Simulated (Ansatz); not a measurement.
# AlGe (doublet): from Hartree-Fock to the top rungs at distance Ge1–Al2 = 4.008 Å, cc-pVDZ

An exercise on one series of results from a longer session: the logs are not shown, and one member is left open.

Program: Ansatz 0.2.0, Gaussian basis. Level of theory: cc-pVDZ, core rule «outside noble gas», up to 19 orbitals frozen. These are calculated values, not measurements.

Plan: UHF; CCSD(T) on ROHF; CCSD(T) on UHF; BCCD(T) on ROHF; CISD as a restricted active space (open shells left free, so some higher excitations enter); CCSDT(Q) on ROHF; CCSDT(Q) on UHF; CASSCF and MRCISD+Q, 3 electrons in 3 orbitals; CASSCF and NEVPT2, 3 electrons in 3 orbitals; CASSCF and MRCISD+Q, 7 electrons in 8 orbitals; CASSCF and NEVPT2, 7 electrons in 8 orbitals; Full CI.

34 further runs of the same task are left out: 4 for a known fault of the program, 24 that didn't finish, 6 set aside as unsound or not needed. Runs told in other sessions of the task aren't counted.

### The system

The geometry derives from a PBE0/def2-TZVP stationary point (not a proven minimum). One bond is set to the value named and the two fragments are kept rigid. No spin-orbit coupling is included. The filled d shell of Ge may be among the frozen orbitals whatever the setting's name suggests.

2 atoms, charge 0, spin multiplicity 2.

Atoms are counted from 1 here; the program's logs count them from 0.

No contacts short enough for the rule that draws bonds.

Set-up of the first run:

Input file in.yaml:

```yaml
crystal:
  periodic: [false, false, false]
  atoms:
    - {symbol: Ge, position_ang: [0.000000, 0.000000, 0.000000]}
    - {symbol: Al, position_ang: [0.000000, 0.000000, 4.008000]}
basis:
  gaussian: {orbitals: cc-pVDZ}
magnetization: {spin_polarized: true, initial_magnetization: 1}
hamiltonian: {xc: hf}
output: {orbitals: {seedname: orbitals}}
```

Command:

```
ansatz run in.yaml --threads 1 --pin off --events-out ev --progress --plain --max-ram 2393MiB
```

Among the steps run: UHF; CCSD(T) on ROHF; CCSD(T) on UHF; BCCD(T) on ROHF; CISD as a restricted active space (open shells left free, so some higher excitations enter); CCSDT(Q) on ROHF; CCSDT(Q) on UHF; CASSCF and MRCISD+Q, 3 electrons in 3 orbitals; CASSCF and NEVPT2, 3 electrons in 3 orbitals; CASSCF and MRCISD+Q, 7 electrons in 8 orbitals; CASSCF and NEVPT2, 7 electrons in 8 orbitals; Full CI.

One table of the session follows, with a row left open; its other results are not shown here.

It belongs to the step «Misses and costs». 

```
          method  from FCI (meV)
            ROHF         +4123.0
            RMP2         +1434.1
            CISD          +667.2
           RCCSD          +280.5
        RCCSD(T)           +84.9
         BCCD(T)               ?
          RCCSDT           +22.8
       RCCSDT(Q)            +3.3
     CASSCF pair         +3143.4
     NEVPT2 pair          +913.2
     MRCISD pair          +273.3
   MRCISD+Q pair           -60.4
  CASSCF valence         +2075.6
  NEVPT2 valence          +612.7
  MRCISD valence          +151.6
MRCISD+Q valence           +16.3
             FCI               0
```

Q: Estimate the row for BCCD(T) from the others.

**Answer.** from FCI (meV): +117.6. In the column «from FCI (meV)» it lies between RCCSD(T) (+84.9) and MRCISD valence (+151.6).

Left out of the table: UHF, UMP2, UCCSD, UCCSD(T), UCCSDT, UCCSDT(Q) (another determinant or state than the rows shown). UCCSDT(Q) lies 0.19 eV below the table's zero, so the state tabled may not be the lowest.

Limits of these values: MRCISD+Q pair falls below full CI: the +Q correction isn't variational, and the cores differ from full CI's.
